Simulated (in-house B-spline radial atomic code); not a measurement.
# Ge¹⁷⁺: partial-wave convergence of RPA

How many partial waves does Ge¹⁷⁺ need? The cut on the empty states is raised step by step on a PBE0 start.

The numbers are computed with an in-house B-spline radial atomic code, version 1 (RPA, second order, AC-SOSEX and G0W0 (contour deformation) on a scalar-relativistic mean field, all electrons; no spin-orbit coupling, Breit or QED terms, no two-electron picture change), except any that are marked as measured or tabulated.

**1. Starting point**

```
element        : germanium (Z = 32)
charge         : +17
electrons      : 15
configuration  : [Ne] 3s2 3p3
Hamiltonian    : scalar-relativistic (spin-free one-electron X2C), finite nucleus
values of lmax : 3, 4, 5, 6, 7, 8, 9, 10, 11
```

The outer shells:

Ge17+
```
[Ne] core
3s [↑↓]
3p [↑ ][↑ ][↑ ]
```

**2. Run with lmax = 3**

Settings of the run:

```ini
Z = 32
electrons = 15.0
configuration = [Ne] 3s2 3p3
hamiltonian = x2c
method = pbe0
lmax = 3
rms_radius = 4.0742
spin_polarised = True
box_radius = 4.58
intervals = 64
```

Launch:

```bash
$ python run_gw.py task.json out
```

task.json lists these runs, among others, and the program works through them in turn.

The program writes no log. Results of the run, from its result record (rounded, main fields):

```text
status: converged
energies [hartree]:
  mean_field: -1944.490379
  exx_total: -1944.026931
  exchange: -59.64922539
  rpa: -1.078159
  rpa_summed: -0.96621261
  direct_second_order: -1.1929855
  second_order_exchange: 0.42376448
  sosex: 0.39150111
rpa_by_multipole [hartree]: [-0.180468, -0.550268, -0.175825, -0.0547675, -0.00488403]
polarisability [bohr^3: independent particles, RPA]: [0.188486, 0.114878]
gap [hartree]: 2.299543
levels [hartree]:
  - {"name": "3p up", "occ": 1, "e": -23.73532, "sx": -2.874607, "vxc": -2.315539, "sc": -0.002018291, "z": 0.9754142, "qp": -24.30669, "tail": -0.01029213}
  - {"name": "3s down", "occ": 1, "e": -25.18399, "sx": -2.175866, "vxc": -1.803407, "sc": -0.1683239, "z": 0.9775331, "qp": -25.74094, "tail": -0.01616173}
  - {"name": "2p down", "occ": 1, "e": -67.85249, "sx": -7.324401, "vxc": -5.599004, "sc": 0.2530322, "z": 0.9823548, "qp": -69.33391, "tail": -0.009052963}
  - {"name": "3p down", "occ": 0, "e": -22.88445, "sx": -0.8104459, "vxc": -1.450383, "sc": -0.1387853, "z": 0.9744719, "qp": -22.40175, "tail": -0.01845361}
```

Run time: 0.9 s. Hardware: 1 thread, shared host.

In the record, exx_total is the Hartree-Fock functional on the start's orbitals, rpa_summed the RPA energy up to lmax and rpa the same with the tail beyond it, gap the smallest same-spin excitation energy of the start. For a level, e is the start's value, sx and sc the exchange and correlation self-energies, vxc the start's own term, z the quasi-particle weight, and qp = e + sx − vxc + sc + tail. Deeper levels of weight under 0.85 meet poles of the self-energy and are not shown.

The 3p↑ level moves from -645.87 to -661.42 eV (weight 0.98).

The largest part of the RPA energy comes from multipole 1 (57 % of the sum).

**3. Run with lmax = 4**

Changes to the settings of step 2:

```diff
@@ -5,3 +5,3 @@
 method = pbe0
-lmax = 3
+lmax = 4
 rms_radius = 4.0742
```

Results of the run:

```text
status: converged
energies [hartree]:
  mean_field: -1944.490379
  exx_total: -1944.026931
  exchange: -59.64922539
  rpa: -1.0907914
  rpa_summed: -1.0263273
  direct_second_order: -1.2040229
  second_order_exchange: 0.43877776
  sosex: 0.40633784
rpa_by_multipole [hartree]: [-0.180468, -0.550268, -0.175825, -0.100737, -0.0170308, -0.00199852]
polarisability [bohr^3: independent particles, RPA]: [0.188486, 0.114878]
gap [hartree]: 2.299543
levels [hartree]:
  - {"name": "3p up", "occ": 1, "e": -23.73532, "sx": -2.874607, "vxc": -2.315539, "sc": -0.01055116, "z": 0.975263, "qp": -24.31408, "tail": -0.009148587}
  - {"name": "3s down", "occ": 1, "e": -25.18399, "sx": -2.175866, "vxc": -1.803407, "sc": -0.174758, "z": 0.9774852, "qp": -25.73811, "tail": -0.006899181}
  - {"name": "2p down", "occ": 1, "e": -67.85249, "sx": -7.324401, "vxc": -5.599004, "sc": 0.2433356, "z": 0.9823206, "qp": -69.34495, "tail": -0.01039787}
  - {"name": "3p down", "occ": 0, "e": -22.88445, "sx": -0.8104459, "vxc": -1.450383, "sc": -0.1474526, "z": 0.9743769, "qp": -22.40126, "tail": -0.009293738}
```

Run time: 1 s. Hardware: 1 thread, shared host.

Highest level 3p↑: -645.87 eV in the start, -661.62 eV after G0W0, weight 0.98.

**4. Run with lmax = 5**

Changes to the settings of step 3:

```diff
@@ -5,3 +5,3 @@
 method = pbe0
-lmax = 4
+lmax = 5
 rms_radius = 4.0742
```

Results of the run:

```text
status: converged
energies [hartree]:
  mean_field: -1944.490379
  exx_total: -1944.026931
  exchange: -59.64922539
  rpa: -1.0825501
  rpa_summed: -1.0498222
  direct_second_order: -1.19496
  second_order_exchange: 0.43481234
  sosex: 0.40268317
rpa_by_multipole [hartree]: [-0.180468, -0.550268, -0.175825, -0.100737, -0.034139, -0.0074057, -0.000979626]
polarisability [bohr^3: independent particles, RPA]: [0.188486, 0.114878]
gap [hartree]: 2.299543
levels [hartree]:
  - {"name": "3p up", "occ": 1, "e": -23.73532, "sx": -2.874607, "vxc": -2.315539, "sc": -0.01382595, "z": 0.9752226, "qp": -24.31277, "tail": -0.004561024}
  - {"name": "3s down", "occ": 1, "e": -25.18399, "sx": -2.175866, "vxc": -1.803407, "sc": -0.1774133, "z": 0.9774773, "qp": -25.73757, "tail": -0.003698682}
  - {"name": "2p down", "occ": 1, "e": -67.85249, "sx": -7.324401, "vxc": -5.599004, "sc": 0.2395921, "z": 0.9823101, "qp": -69.34351, "tail": -0.005214629}
  - {"name": "3p down", "occ": 0, "e": -22.88445, "sx": -0.8104459, "vxc": -1.450383, "sc": -0.1507533, "z": 0.974358, "qp": -22.39986, "tail": -0.004598087}
```

Run time: 1.2 s. Hardware: 1 thread, shared host.

G0W0 moves 3p↑ down by 15.7 eV, to -661.58 eV.

**5. Run with lmax = 6**

Changes to the settings of step 4:

```diff
@@ -5,3 +5,3 @@
 method = pbe0
-lmax = 5
+lmax = 6
 rms_radius = 4.0742
```

Results of the run:

```text
status: converged
energies [hartree]:
  mean_field: -1944.490379
  exx_total: -1944.026931
  exchange: -59.64922539
  rpa: -1.0799164
  rpa_summed: -1.060897
  direct_second_order: -1.1922181
  second_order_exchange: 0.43362732
  sosex: 0.40153564
rpa_by_multipole [hartree]: [-0.180468, -0.550268, -0.175825, -0.100737, -0.034139, -0.0151725, -0.00375039, -0.000537274]
polarisability [bohr^3: independent particles, RPA]: [0.188486, 0.114878]
gap [hartree]: 2.299543
levels [hartree]:
  - {"name": "3p up", "occ": 1, "e": -23.73532, "sx": -2.874607, "vxc": -2.315539, "sc": -0.01534541, "z": 0.9752083, "qp": -24.31234, "tail": -0.002608768}
  - {"name": "3s down", "occ": 1, "e": -25.18399, "sx": -2.175866, "vxc": -1.803407, "sc": -0.1787027, "z": 0.9774767, "qp": -25.73737, "tail": -0.002214197}
  - {"name": "2p down", "occ": 1, "e": -67.85249, "sx": -7.324401, "vxc": -5.599004, "sc": 0.2378453, "z": 0.9823059, "qp": -69.34305, "tail": -0.002999909}
  - {"name": "3p down", "occ": 0, "e": -22.88445, "sx": -0.8104459, "vxc": -1.450383, "sc": -0.1522778, "z": 0.9743539, "qp": -22.39941, "tail": -0.002618779}
```

It took 1.3 s on 1 thread, shared host.

Highest level 3p↑: -645.87 eV in the start, -661.57 eV after G0W0, weight 0.98.

**6. Run with lmax = 7**

Changes to the settings of step 5:

```diff
@@ -5,3 +5,3 @@
 method = pbe0
-lmax = 6
+lmax = 7
 rms_radius = 4.0742
```

Results of the run:

```text
status: converged
energies [hartree]:
  mean_field: -1944.490379
  exx_total: -1944.026931
  exchange: -59.64922539
  rpa: -1.0788503
  rpa_summed: -1.0667949
  direct_second_order: -1.1911278
  second_order_exchange: 0.4331471
  sosex: 0.40106388
rpa_by_multipole [hartree]: [-0.180468, -0.550268, -0.175825, -0.100737, -0.034139, -0.0151725, -0.00776713, -0.00209957, -0.000318794]
polarisability [bohr^3: independent particles, RPA]: [0.188486, 0.114878]
gap [hartree]: 2.299543
levels [hartree]:
  - {"name": "3p up", "occ": 1, "e": -23.73532, "sx": -2.874607, "vxc": -2.315539, "sc": -0.01614459, "z": 0.9752022, "qp": -24.31216, "tail": -0.001632778}
  - {"name": "3s down", "occ": 1, "e": -25.18399, "sx": -2.175866, "vxc": -1.803407, "sc": -0.1794017, "z": 0.9774774, "qp": -25.73728, "tail": -0.001428946}
  - {"name": "2p down", "occ": 1, "e": -67.85249, "sx": -7.324401, "vxc": -5.599004, "sc": 0.2369217, "z": 0.9823039, "qp": -69.34286, "tail": -0.001887851}
  - {"name": "3p down", "occ": 0, "e": -22.88445, "sx": -0.8104459, "vxc": -1.450383, "sc": -0.1530776, "z": 0.9743532, "qp": -22.39923, "tail": -0.001635468}
```

It took 1.4 s on 1 thread, shared host.

The 3p↑ level moves from -645.87 to -661.57 eV (weight 0.98).

**7. Run with lmax = 8**

Changes to the settings of step 6:

```diff
@@ -5,3 +5,3 @@
 method = pbe0
-lmax = 7
+lmax = 8
 rms_radius = 4.0742
```

Results of the run:

```text
status: converged
energies [hartree]:
  mean_field: -1944.490379
  exx_total: -1944.026931
  exchange: -59.64922539
  rpa: -1.078312
  rpa_summed: -1.0702101
  direct_second_order: -1.1905826
  second_order_exchange: 0.43289838
  sosex: 0.40081766
rpa_by_multipole [hartree]: [-0.180468, -0.550268, -0.175825, -0.100737, -0.034139, -0.0151725, -0.00776713, -0.00437685, -0.00125616, -0.00020061]
polarisability [bohr^3: independent particles, RPA]: [0.188486, 0.114878]
gap [hartree]: 2.299543
levels [hartree]:
  - {"name": "3p up", "occ": 1, "e": -23.73532, "sx": -2.874607, "vxc": -2.315539, "sc": -0.01660361, "z": 0.9751991, "qp": -24.31208, "tail": -0.001087997}
  - {"name": "3s down", "occ": 1, "e": -25.18399, "sx": -2.175866, "vxc": -1.803407, "sc": -0.1798119, "z": 0.9774783, "qp": -25.73724, "tail": -0.0009730194}
  - {"name": "2p down", "occ": 1, "e": -67.85249, "sx": -7.324401, "vxc": -5.599004, "sc": 0.2363883, "z": 0.9823029, "qp": -69.34277, "tail": -0.001265343}
  - {"name": "3p down", "occ": 0, "e": -22.88445, "sx": -0.8104459, "vxc": -1.450383, "sc": -0.1535362, "z": 0.9743533, "qp": -22.39914, "tail": -0.001088725}
```

It took 1.5 s on 1 thread, shared host.

The 3p↑ level moves from -645.87 to -661.57 eV (weight 0.98).

**8. Run with lmax = 9**

Changes to the settings of step 7:

```diff
@@ -5,3 +5,3 @@
 method = pbe0
-lmax = 8
+lmax = 9
 rms_radius = 4.0742
```

Results of the run:

```text
status: converged
energies [hartree]:
  mean_field: -1944.490379
  exx_total: -1944.026931
  exchange: -59.64922539
  rpa: -1.0780302
  rpa_summed: -1.0723228
  direct_second_order: -1.1902984
  second_order_exchange: 0.43276561
  sosex: 0.40068574
rpa_by_multipole [hartree]: [-0.180468, -0.550268, -0.175825, -0.100737, -0.034139, -0.0151725, -0.00776713, -0.00437685, -0.00263822, -0.000799097, -0.000132119]
polarisability [bohr^3: independent particles, RPA]: [0.188486, 0.114878]
gap [hartree]: 2.299543
levels [hartree]:
  - {"name": "3p up", "occ": 1, "e": -23.73532, "sx": -2.874607, "vxc": -2.315539, "sc": -0.01688501, "z": 0.9751975, "qp": -24.31203, "tail": -0.0007591808}
  - {"name": "3s down", "occ": 1, "e": -25.18399, "sx": -2.175866, "vxc": -1.803407, "sc": -0.1800674, "z": 0.9774789, "qp": -25.73721, "tail": -0.0006903487}
  - {"name": "2p down", "occ": 1, "e": -67.85249, "sx": -7.324401, "vxc": -5.599004, "sc": 0.2360594, "z": 0.9823022, "qp": -69.34272, "tail": -0.0008885266}
  - {"name": "3p down", "occ": 0, "e": -22.88445, "sx": -0.8104459, "vxc": -1.450383, "sc": -0.153817, "z": 0.9743536, "qp": -22.39909, "tail": -0.0007596148}
```

Wall time 1.6 s (1 thread, shared host).

The 3p↑ level moves from -645.87 to -661.56 eV (weight 0.98).

**9. Run with lmax = 10**

Changes to the settings of step 8:

```diff
@@ -5,3 +5,3 @@
 method = pbe0
-lmax = 9
+lmax = 10
 rms_radius = 4.0742
```

Results of the run:

```text
status: converged
energies [hartree]:
  mean_field: -1944.490379
  exx_total: -1944.026931
  exchange: -59.64922539
  rpa: -1.0778357
  rpa_summed: -1.0736902
  direct_second_order: -1.1901029
  second_order_exchange: 0.43267022
  sosex: 0.40059071
rpa_by_multipole [hartree]: [-0.180468, -0.550268, -0.175825, -0.100737, -0.034139, -0.0151725, -0.00776713, -0.00437685, -0.00263822, -0.00168319, -0.000525249, -9.02243e-05]
polarisability [bohr^3: independent particles, RPA]: [0.188486, 0.114878]
gap [hartree]: 2.299543
levels [hartree]:
  - {"name": "3p up", "occ": 1, "e": -23.73532, "sx": -2.874607, "vxc": -2.315539, "sc": -0.01706642, "z": 0.9751965, "qp": -24.312, "tail": -0.0005487721}
  - {"name": "3s down", "occ": 1, "e": -25.18399, "sx": -2.175866, "vxc": -1.803407, "sc": -0.1802341, "z": 0.9774795, "qp": -25.73719, "tail": -0.0005053156}
  - {"name": "2p down", "occ": 1, "e": -67.85249, "sx": -7.324401, "vxc": -5.599004, "sc": 0.2358461, "z": 0.9823018, "qp": -69.34269, "tail": -0.0006466756}
  - {"name": "3p down", "occ": 0, "e": -22.88445, "sx": -0.8104459, "vxc": -1.450383, "sc": -0.1539979, "z": 0.9743539, "qp": -22.39906, "tail": -0.0005494548}
```

Run time: 1.7 s. Hardware: 1 thread, shared host.

Highest level 3p↑: -645.87 eV in the start, -661.56 eV after G0W0, weight 0.98.

**10. Run with lmax = 11**

Changes to the settings of step 9:

```diff
@@ -5,3 +5,3 @@
 method = pbe0
-lmax = 10
+lmax = 11
 rms_radius = 4.0742
```

Results of the run:

```text
status: converged
energies [hartree]:
  mean_field: -1944.490379
  exx_total: -1944.026931
  exchange: -59.64922539
  rpa: -1.0776917
  rpa_summed: -1.0746076
  direct_second_order: -1.1899585
  second_order_exchange: 0.43259709
  sosex: 0.40051773
rpa_by_multipole [hartree]: [-0.180468, -0.550268, -0.175825, -0.100737, -0.034139, -0.0151725, -0.00776713, -0.00437685, -0.00263822, -0.00168319, -0.00111468, -0.000354676, -6.3428e-05]
polarisability [bohr^3: independent particles, RPA]: [0.188486, 0.114878]
gap [hartree]: 2.299543
levels [hartree]:
  - {"name": "3p up", "occ": 1, "e": -23.73532, "sx": -2.874607, "vxc": -2.315539, "sc": -0.0171881, "z": 0.9751959, "qp": -24.31198, "tail": -0.0004078229}
  - {"name": "3s down", "occ": 1, "e": -25.18399, "sx": -2.175866, "vxc": -1.803407, "sc": -0.180347, "z": 0.9774799, "qp": -25.73718, "tail": -0.0003793358}
  - {"name": "2p down", "occ": 1, "e": -67.85249, "sx": -7.324401, "vxc": -5.599004, "sc": 0.2357021, "z": 0.9823016, "qp": -69.34267, "tail": -0.0004838857}
  - {"name": "3p down", "occ": 0, "e": -22.88445, "sx": -0.8104459, "vxc": -1.450383, "sc": -0.1541192, "z": 0.9743541, "qp": -22.39904, "tail": -0.0004089212}
```

Wall time 1.8 s (1 thread, shared host).

G0W0 moves 3p↑ down by 15.7 eV, to -661.56 eV.

**11. The members side by side**

```csv
lmax,level,mean field (eV),G0W0 (eV),weight,RPA (hartree),RPA to lmax (hartree),"α, direct RPA (bohr³)",time,miss (eV)
3,3p↑,-645.87,-661.42,0.975,-1.07816,-0.96621,0.1149,0.9 s,-1.38
4,3p↑,-645.87,-661.62,0.975,-1.09079,-1.02633,0.1149,1 s,-1.18
5,3p↑,-645.87,-661.58,0.975,-1.08255,-1.04982,0.1149,1.2 s,-1.22
6,3p↑,-645.87,-661.57,0.975,-1.07992,-1.06090,0.1149,1.3 s,-1.23
7,3p↑,-645.87,-661.57,0.975,-1.07885,-1.06679,0.1149,1.4 s,-1.23
8,3p↑,-645.87,-661.57,0.975,-1.07831,-1.07021,0.1149,1.5 s,-1.23
9,3p↑,-645.87,-661.56,0.975,-1.07803,-1.07232,0.1149,1.6 s,-1.24
10,3p↑,-645.87,-661.56,0.975,-1.07784,-1.07369,0.1149,1.7 s,-1.24
11,3p↑,-645.87,-661.56,0.975,-1.07769,-1.07461,0.1149,1.8 s,-1.24
```

The miss is the G0W0 removal energy (the level with its sign changed) less the semi-empirical ionisation energy, 662.80 ± 2 eV. Times are single runs on a shared host.

**12. Results**

```
                                       quantity                                                              value
highest level, mean field (range over the runs)                                                         -645.87 eV
      highest level, G0W0 (range over the runs)                                              -661.62 to -661.42 eV
                         RPA correlation energy                                           -1.091 to -1.078 hartree
                                      RPA+SOSEX                                         -0.6867 to -0.6772 hartree
    semi-empirical ionisation energy (3p shell)  662.80 ± 2 eV (NIST Atomic Spectra Database, ionization energies)
            G0W0 removal energy less that value                                                  -1.38 to -1.18 eV
```

In words: At lmax = 3 the plain sum holds 89.7 % of the last extrapolated value, at lmax = 11 it holds 99.7 %. With the tail added, the runs differ from the last by up to 1.2 %, and from lmax = 5 on all values lie within 0.5 % of the last; the plain sum reaches 99 % at lmax = 8. The extrapolated value still moves by 0.14 millihartree in the last step. The G0W0 level varies by 0.20 eV over the range. All G0W0 removal energies agree with the semi-empirical ionisation energy, 662.80 ± 2 eV, within its uncertainty.
